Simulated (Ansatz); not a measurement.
# One shape, several levels: triplet CH4BClS

Aim: a comparison of 6 runs (UHF/STO-3G, UHF/3-21G, UHF/cc-pVDZ, UB3LYP/6-31G*, U-r2SCAN/cc-pVDZ, UPBE0/cc-pVDZ) of triplet CH4BClS. 

Program for the calculation: Ansatz 0.2.0.

94 further runs of the same task are left out: 94 set aside as unsound or not needed.

## 1. The structure to begin with

CH4BClS has 8 atoms, charge 0, and is taken as a triplet. SMILES of the parent species: `CSBCl`. The shape is that of a PBE0-D4/def2-TZVP optimisation. This is one conformer, not always the lowest. That shape belongs to the parent species and isn't relaxed for this state.

Bond lengths: C1–S2 1.810 Å, S2–B3 1.766 Å, B3–Cl4 1.749 Å, C1–H5 1.088 Å, C1–H6 1.089 Å, C1–H7 1.089 Å, B3–H8 1.191 Å. Angles: C1–S2–B3 103.2°, S2–B3–Cl4 119.0°, S2–C1–H5 110.2°, S2–C1–H6 109.0°, S2–C1–H7 109.0°, S2–B3–H8 121.7°, Cl4–B3–H8 119.3°, H5–C1–H6 109.7°, H5–C1–H7 109.7°, H6–C1–H7 109.3°.

## 2. The energy at UHF/STO-3G (run 1)

input.yaml

```yaml
crystal:
  periodic: [false, false, false]
  atoms:
    - symbol: C
      position_ang: [-0.471000, 1.184200, 0.216300]
    - symbol: S
      position_ang: [0.979400, 0.341100, -0.461900]
    - symbol: B
      position_ang: [0.578900, -1.367600, -0.269600]
    - symbol: Cl
      position_ang: [1.728300, -2.572200, -0.805600]
    - symbol: H
      position_ang: [-1.201900, 0.455300, 0.560900]
    - symbol: H
      position_ang: [-0.157800, 1.812600, 1.049100]
    - symbol: H
      position_ang: [-0.912200, 1.808700, -0.559500]
    - symbol: H
      position_ang: [-0.451500, -1.719100, 0.214500]
basis:
  gaussian: {orbitals: STO-3G}
magnetization: {spin_polarized: true, initial_magnetization: 2}
hamiltonian: {xc: hf}
accuracy: high
output: {orbitals: {seedname: orbitals}}
```

The run is started by

```
$ ansatz run input.yaml --threads 1 --pin off --max-ram 2610MiB --events-out events.jsonl --progress --plain --runs-dir runs
```

Standard output:

```text
Warning: RAYON_NUM_THREADS=1 ignored (pool sized by the plan → 1); use --threads N
Functional definition: HF
  name "HF"
  exchange = exact_x
  correlation = 0
618 factors; integrals over basis functions are off by at most 1.6e-8 eV
mean field evaluation 1: about -24808.5827 eV, gradient 1.3e1 eV
mean field evaluation 2: about -24808.7245 eV, gradient 1.3e1 eV
mean field evaluation 4: about -24810.4864 eV, gradient 1.3e0 eV
mean field evaluation 8: about -24810.5127 eV, gradient 1.5e-2 eV
mean field evaluation 16: about -24804.5075 eV, gradient 4.6e0 eV
mean field -24810.51272852 eV, -911.7695256036 hartree, gradient 1.5e-8 eV, S^2 2.017636; 0 other end points of the search recorded, 0 dependent functions left out
reference -24810.51272852 eV, -911.7695256036 hartree; 25, 23 occupied and 7, 9 virtual orbitals, 618 factors
Total energy: -24810.51272852 eV, -911.7695256036 hartree
```

Run time: 0.46 s. Hardware: 1 thread of Arm Neoverse V1, shared host.

## 3. The energy at UHF/3-21G (run 2)

input.yaml

```yaml
crystal:
  periodic: [false, false, false]
  atoms:
    - {symbol: C, position_ang: [-0.471000, 1.184200, 0.216300]}
    - {symbol: S, position_ang: [0.979400, 0.341100, -0.461900]}
    - {symbol: B, position_ang: [0.578900, -1.367600, -0.269600]}
    - {symbol: Cl, position_ang: [1.728300, -2.572200, -0.805600]}
    - {symbol: H, position_ang: [-1.201900, 0.455300, 0.560900]}
    - {symbol: H, position_ang: [-0.157800, 1.812600, 1.049100]}
    - {symbol: H, position_ang: [-0.912200, 1.808700, -0.559500]}
    - {symbol: H, position_ang: [-0.451500, -1.719100, 0.214500]}
basis:
  gaussian:
    orbitals: 3-21G.json
magnetization:
  spin_polarized: true
  initial_magnetization: 2
hamiltonian:
  xc: hf
accuracy: high
output: {orbitals: {seedname: orbitals}}
```

The basis set 3-21G is read from a file made from the Basis Set Exchange's data (not shown).

The run is started by

```
$ ansatz run input.yaml --threads 1 --pin off --max-ram 2610MiB --events-out events.jsonl --progress --plain --runs-dir runs
```

Standard output:

```text
Warning: RAYON_NUM_THREADS=1 ignored (pool sized by the plan → 1); use --threads N
[... 4 set-up lines as earlier in the session ...]
1194 factors; integrals over basis functions are off by at most 5.6e-9 eV
mean field evaluation 1: about -24957.7766 eV, gradient 1.3e1 eV
mean field evaluation 2: about -24958.1251 eV, gradient 1.4e1 eV
mean field evaluation 4: about -24959.8294 eV, gradient 1.8e0 eV
mean field evaluation 8: about -24959.8965 eV, gradient 1.2e-1 eV
mean field evaluation 16: about -24959.8969 eV, gradient 5.9e-7 eV
mean field evaluation 32: about -24959.8876 eV, gradient 2.9e-1 eV
mean field evaluation 64: about -24945.8956 eV, gradient 1.5e1 eV
mean field evaluation 96: about -24958.4683 eV, gradient 5.5e-1 eV
mean field -24959.89689185 eV, -917.2592923496 hartree, gradient 2.9e-8 eV, S^2 2.019384; 0 other end points of the search recorded, 0 dependent functions left out
reference -24959.89689185 eV, -917.2592923496 hartree; 25, 23 occupied and 27, 29 virtual orbitals, 1194 factors
Total energy: -24959.89689185 eV, -917.2592923496 hartree
```

Run time: 1.9 s. Hardware: 1 thread of Arm Neoverse V1, shared host; peak memory 0.19 GiB.

Runs 3 to 4 aren't shown in full; the table further down has their settings and results.

## 4. A single-point energy at U-r2SCAN/cc-pVDZ (run 5)

Edit input.yaml of step 3 so:

```diff
@@ -12,10 +12,6 @@
 basis:
-  gaussian:
-    orbitals: 3-21G.json
-magnetization:
-  spin_polarized: true
-  initial_magnetization: 2
-hamiltonian:
-  xc: hf
+  gaussian: {orbitals: cc-pVDZ}
 accuracy: high
+hamiltonian: {xc: {name: r2SCAN}}
+magnetization: {spin_polarized: true, initial_magnetization: 2}
 output: {orbitals: {seedname: orbitals}}
```

The run is started by

```
$ ansatz run input.yaml --threads 1 --pin off --max-ram 2610MiB --events-out events.jsonl --progress --plain --runs-dir runs
```

Standard output:

```text
Warning: RAYON_NUM_THREADS=1 ignored (pool sized by the plan → 1); use --threads N
Functional definition: r2SCAN
  name "r2SCAN"
  parameter k0 = 0.174
  parameter k1 = 0.065
  parameter a1 = 4.9479
  exchange = r2scan_x(k0 = k0, k1 = k1, a1 = a1)
  correlation = r2scan_c
1973 factors; integrals over basis functions are off by at most 6.8e-9 eV
mean field evaluation 1: about -25125.3248 eV, gradient 3.3e1 eV
mean field evaluation 2: about -25112.8152 eV, gradient 5.2e1 eV
mean field evaluation 4: about -25131.0351 eV, gradient 5.4e0 eV
mean field evaluation 8: about -25131.2579 eV, gradient 1.5e-1 eV
mean field evaluation 16: about -25131.2515 eV, gradient 9.0e-5 eV
mean field evaluation 32: about -25122.1975 eV, gradient 2.6e1 eV
mean field -25131.25147363 eV, -923.5564570818 hartree, gradient 7.6e-8 eV, S^2 2.010567; 6 other end points of the search recorded, 0 dependent functions left out
reference -25131.25147538 eV, -923.5564571461 hartree; 25, 23 occupied and 59, 61 virtual orbitals, 1973 factors
Total energy: -25131.25147538 eV, -923.5564571461 hartree
```

It took 44 s on 1 thread of Arm Neoverse V1, shared host; peak memory 0.42 GiB.

## 5. A single-point energy at UPBE0/cc-pVDZ (run 6)

job.yaml

```yaml
crystal:
  periodic: [false, false, false]
  atoms:
    - {symbol: C, position_ang: [-0.471000, 1.184200, 0.216300]}
    - {symbol: S, position_ang: [0.979400, 0.341100, -0.461900]}
    - {symbol: B, position_ang: [0.578900, -1.367600, -0.269600]}
    - {symbol: Cl, position_ang: [1.728300, -2.572200, -0.805600]}
    - {symbol: H, position_ang: [-1.201900, 0.455300, 0.560900]}
    - {symbol: H, position_ang: [-0.157800, 1.812600, 1.049100]}
    - {symbol: H, position_ang: [-0.912200, 1.808700, -0.559500]}
    - {symbol: H, position_ang: [-0.451500, -1.719100, 0.214500]}
basis:
  gaussian:
    orbitals: cc-pVDZ
magnetization:
  spin_polarized: true
  initial_magnetization: 2
hamiltonian:
  xc: {name: PBE0}
accuracy: high
output: {orbitals: {seedname: orbitals}}
```

The run is started by

```
$ ansatz run job.yaml --threads 1 --pin off --max-ram 2610MiB --events-out events.jsonl --progress --plain --runs-dir runs
```

Standard output:

```text
Warning: RAYON_NUM_THREADS=1 ignored (pool sized by the plan → 1); use --threads N
Functional definition: PBE0
  name "PBE0"
  parameter a = 0.25
  parameter kappa = 0.804
  parameter beta = 0.06672455060314922
  exchange = (1 - a)*pbe_x(kappa = kappa, mu = beta*pi^2/3) + a*exact_x
  correlation = pbe_c(beta = beta)
1973 factors; integrals over basis functions are off by at most 6.8e-9 eV
mean field evaluation 1: about -25119.6331 eV, gradient 2.7e1 eV
mean field evaluation 2: about -25118.8683 eV, gradient 2.9e1 eV
mean field evaluation 4: about -25123.4498 eV, gradient 1.2e0 eV
mean field evaluation 8: about -25123.6843 eV, gradient 2.2e-1 eV
mean field evaluation 16: about -25123.6846 eV, gradient 3.1e-4 eV
mean field evaluation 32: about -25123.6846 eV, gradient 6.2e-8 eV
mean field -25123.68463754 eV, -923.2783809844 hartree, gradient 2.0e-8 eV, S^2 2.008071; 2 other end points of the search recorded, 0 dependent functions left out
reference -25123.68463983 eV, -923.2783810687 hartree; 25, 23 occupied and 59, 61 virtual orbitals, 1973 factors
Total energy: -25123.68463983 eV, -923.2783810687 hartree
```

It took 25 s on 1 thread of Arm Neoverse V1, shared host; peak memory 0.41 GiB.

## 6. All runs side by side

```
run                                level  energy (Eh)  HOMO energy (eV)   ⟨S²⟩  wall time
  1                           UHF/STO-3G  -911.769526             -3.61  2.018     0.46 s
  2                            UHF/3-21G  -917.259292             -5.98  2.019      1.9 s
  3                          UHF/cc-pVDZ  -921.820248             -5.62  2.024      7.5 s
  4  UB3LYP/6-31G* (spherical functions)  -923.633824             -2.59  2.006       26 s
  5                     U-r2SCAN/cc-pVDZ  -923.556457             -2.30  2.011       44 s
  6                        UPBE0/cc-pVDZ  -923.278381             -3.04  2.008       25 s
```

## 7. What came out

```
                                 quantity          value
                      run 6: total energy  -923.27838 Eh
run 6: HOMO energy (highest over α and β)       -3.04 eV
                              run 6: ⟨S²⟩          2.008
```

Totals of different functionals can't be ranked against each other. In run 1 the basis is minimal, so the values are rough. All runs together took 1.7 min, the longest 44 s.
